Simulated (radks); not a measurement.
# Ionisation energy and size from Li to Ne

One table from this session's results is given with a row withheld; the runs are named, their logs left out.

Program: radks (a radial shooting solver on a logarithmic mesh, Libxc functionals) version 1. Level of theory: Dirac Kohn-Sham, PBEsol, spin-unpolarised, spherical densities, point nucleus; open shells fill j = l - 1/2 first. These are calculated values, not measurements, unless marked.

### The system

* species: Li, Be, B, C, N, O, F, Ne
* runs: 16, each species and its next ion

Set-up of the first run:

The run's settings:

```text
Z 3
configuration [He] 2s1
relativity Dirac
functional pbe_sol,pbe_sol
spin unpolarised
j_filling energy
nucleus point
c 137.035999084
```

Started as:

```sh
python run_ks.py task.json out
```

This one command runs every case of the session in turn.

Among the steps run: Li, [He] 2s1; Li⁺, [He]; Be, [He] 2s2; Be⁺, [He] 2s1; B, [He] 2s2 2p1; B⁺, [He] 2s2; C, [He] 2s2 2p2; C⁺, [He] 2s2 2p1; N, [He] 2s2 2p3; N⁺, [He] 2s2 2p2; O, [He] 2s2 2p4; O⁺, [He] 2s2 2p3; F, [He] 2s2 2p5; F⁺, [He] 2s2 2p4; Ne, [Ne]; Ne⁺, [He] 2s2 2p5.

One table of the session follows, with a row left open; its other results are not shown here.

| species | Δ-SCF (eV) | −ε(HOMO) (eV) | its <r> (bohr) |
| --- | --- | --- | --- |
| Li | ? | ? | ? |
| Be | 9.458 | 5.543 | 2.61 |
| B | 8.142 | 3.556 | 2.30 |
| C | 10.792 | 5.236 | 1.80 |
| N | 13.508 | 7.025 | 1.48 |
| O | 16.340 | 8.957 | 1.27 |
| F | 19.288 | 11.026 | 1.11 |
| Ne | 22.360 | 13.235 | 0.982 |

Estimate the missing values for Li.

**Answer.** Δ-SCF (eV): 5.187; −ε(HOMO) (eV): 2.822; its <r> (bohr): 3.95. In the column «Δ-SCF (eV)» it is the lowest.

What this shows: Reference values: NIST Atomic Spectra Database (exp. measured, semi-emp. semi-empirical, theory a theoretical value adopted there). By these runs, which need not match the measured order, Ne holds its electron most tightly (22.360 eV) and Li least (5.187 eV); the widest outer orbital is the 2s1/2 of Li. The Δ-SCF values miss the measured or semi-empirical entries by +2.4 % in the signed mean; the largest miss is +20.0 % (O). Spin polarisation and multiplet splitting are left out, so open shells lie too high by an amount that depends on their filling.

**Measured values.**

NIST Atomic Spectra Database reports: ionisation energy of Li 5.39171 eV; ionisation energy of Be 9.3227 eV; ionisation energy of B 8.29802 eV; ionisation energy of C 11.2603 eV; ionisation energy of N 14.5341 eV; ionisation energy of O 13.6181 eV; ionisation energy of F 17.4228 eV; ionisation energy of Ne 21.5645 eV.
